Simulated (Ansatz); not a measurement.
**CH8Si2 (SMILES [SiH3]C[SiH3]): BHLYP/def2-SVP**

Aim: the electronic atomisation energy of CH8Si2 at BHLYP/def2-SVP, from 4 runs. 

Program for the calculation: Ansatz 0.2.0.

56 further runs of the same task are left out: 56 set aside as unsound or not needed.

## (1) The structure to begin with

CH8Si2: 11 atoms, total charge 0, spin state singlet. SMILES: `[SiH3]C[SiH3]`. The shape is that of a PBE0-D4/def2-TZVP optimisation.

Bond lengths: Si1–C2 1.872 Å, C2–Si3 1.872 Å, Si1–H4 1.488 Å, Si1–H5 1.487 Å, Si1–H6 1.487 Å, C2–H7 1.095 Å, C2–H8 1.095 Å, Si3–H9 1.487 Å, Si3–H10 1.487 Å, Si3–H11 1.488 Å. Some angles: Si1–C2–Si3 114.4°, Si1–C2–H7 108.8°, Si1–C2–H8 108.8°, Si3–C2–H7 108.8°, Si3–C2–H8 108.8°, C2–Si1–H4 111.1°, C2–Si1–H5 110.2°, C2–Si1–H6 110.2°, C2–Si3–H9 110.2°, C2–Si3–H10 110.2°.

## (2) The energy at BHLYP/def2-SVP

File job.yaml:

```yaml
crystal:
  periodic: [false, false, false]
  atoms:
    - {symbol: Si, position_ang: [-1.158980, 1.034720, -0.344660]}
    - {symbol: C, position_ang: [-0.286340, -0.621440, -0.365590]}
    - {symbol: Si, position_ang: [1.335180, -0.652340, 0.569590]}
    - {symbol: H, position_ang: [-2.435800, 0.976800, -1.106490]}
    - {symbol: H, position_ang: [-0.293510, 2.078920, -0.955560]}
    - {symbol: H, position_ang: [-1.463790, 1.436810, 1.054620]}
    - {symbol: H, position_ang: [-0.954100, -1.377620, 0.060730]}
    - {symbol: H, position_ang: [-0.099440, -0.908830, -1.405770]}
    - {symbol: H, position_ang: [1.110650, -0.304370, 1.998260]}
    - {symbol: H, position_ang: [2.282060, 0.336720, -0.011600]}
    - {symbol: H, position_ang: [1.964060, -1.999380, 0.506460]}
basis:
  gaussian: {orbitals: def2-SVP}
hamiltonian: {xc: {name: BHLYP}}
accuracy: high
output: {orbitals: {seedname: orbitals}}
```

The run is started by

```bash
ansatz run job.yaml --threads 1 --pin off --max-ram 3480MiB --events-out events.jsonl --progress --plain --runs-dir runs
```

The program printed:

```text
Warning: RAYON_NUM_THREADS=1 ignored (pool sized by the plan → 1); use --threads N
Functional definition: BHLYP
  name "BHLYP"
  parameter a = 0.5
  exchange = (1 - a)*b88_x + a*exact_x
  correlation = lyp_c
2074 factors; integrals over basis functions are off by at most 3.9e-9 eV
mean field evaluation 1: about -16913.2798 eV, gradient 3.2e1 eV
mean field evaluation 2: about -16913.6031 eV, gradient 2.9e1 eV
mean field evaluation 4: about -16915.7541 eV, gradient 1.8e0 eV
mean field evaluation 8: about -16916.0891 eV, gradient 4.9e-2 eV
mean field evaluation 16: about -16916.0891 eV, gradient 1.1e-6 eV
mean field -16916.08914495 eV, -621.6548099399 hartree, gradient 6.9e-8 eV, S^2 0.000000; 0 other end points of the search recorded, 0 dependent functions left out
reference -16916.08917629 eV, -621.6548110915 hartree; 21, 21 occupied and 69, 69 virtual orbitals, 2074 factors
Total energy: -16916.08917629 eV, -621.6548110915 hartree
```

Run time: 3.3 s. Hardware: 1 thread of AMD EPYC 9R45 (Zen 5), shared host; peak memory 0.33 GiB.

## (3) The C atom, same level

File job.yaml:

```yaml
crystal:
  periodic: [false, false, false]
  atoms:
    - symbol: C
      position_ang: [0.000000, 0.000000, 0.000000]
basis:
  gaussian: {orbitals: def2-SVP}
magnetization: {spin_polarized: true, initial_magnetization: 2}
hamiltonian: {xc: {name: BHLYP}}
accuracy: high
```

The run is started by

```bash
ansatz run job.yaml --threads 1 --pin off --max-ram 3480MiB --events-out events.jsonl --progress --plain --runs-dir runs
```

The program printed:

```text
Warning: RAYON_NUM_THREADS=1 ignored (pool sized by the plan → 1); use --threads N
[... 5 set-up lines as earlier in the session ...]
95 factors; integrals over basis functions are off by at most 2.0e-9 eV
mean field evaluation 1: about -1028.5613 eV, gradient 3.5e0 eV
mean field evaluation 2: about -1028.6405 eV, gradient 6.6e-1 eV
mean field evaluation 4: about -1028.6442 eV, gradient 3.3e-2 eV
mean field evaluation 8: about -1028.6442 eV, gradient 1.3e-4 eV
mean field -1028.64423170 eV, -37.8019782749 hartree, gradient 4.0e-8 eV, S^2 2.003442; 0 other end points of the search recorded, 0 dependent functions left out
reference -1028.64424547 eV, -37.8019787808 hartree; 4, 2 occupied and 10, 12 virtual orbitals, 95 factors
Total energy: -1028.64424547 eV, -37.8019787808 hartree
```

Wall time 0.14 s (1 thread of AMD EPYC 9R45 (Zen 5), shared host).

## (4) The H atom at the same level

File run.yaml:

```yaml
crystal:
  periodic: [false, false, false]
  atoms:
    - {symbol: H, position_ang: [0.000000, 0.000000, 0.000000]}
basis:
  gaussian:
    orbitals: def2-SVP
magnetization:
  spin_polarized: true
  initial_magnetization: 1
hamiltonian:
  xc: {name: BHLYP}
accuracy: high
```

Run the same way, it converges to -0.49784 Eh (log not shown).

## (5) The Si atom

File input.yaml:

```yaml
crystal:
  periodic: [false, false, false]
  atoms:
    - symbol: Si
      position_ang: [0.000000, 0.000000, 0.000000]
basis:
  gaussian:
    orbitals: def2-SVP
magnetization:
  spin_polarized: true
  initial_magnetization: 2
hamiltonian:
  xc: {name: BHLYP}
accuracy: high
```

Run the same way, it converges to -289.27962 Eh (log not shown).

## (6) Summary of results

At BHLYP/def2-SVP:

```
                     quantity          value
       molecule: total energy  -621.65481 Eh
        molecule: HOMO energy       -9.98 eV
        molecule: LUMO energy        1.60 eV
      molecule: HOMO–LUMO gap       11.57 eV
         C atom: total energy   -37.80198 Eh
                 C atom: ⟨S²⟩          2.003
         H atom: total energy    -0.49784 Eh
                 H atom: ⟨S²⟩          0.750
        Si atom: total energy  -289.27962 Eh
                Si atom: ⟨S²⟩          2.004
electronic atomisation energy      35.671 eV
```

Taking the molecule apart into free atoms costs 35.67 eV (823 kcal/mol), before zero-point energy and without spin-orbit coupling.
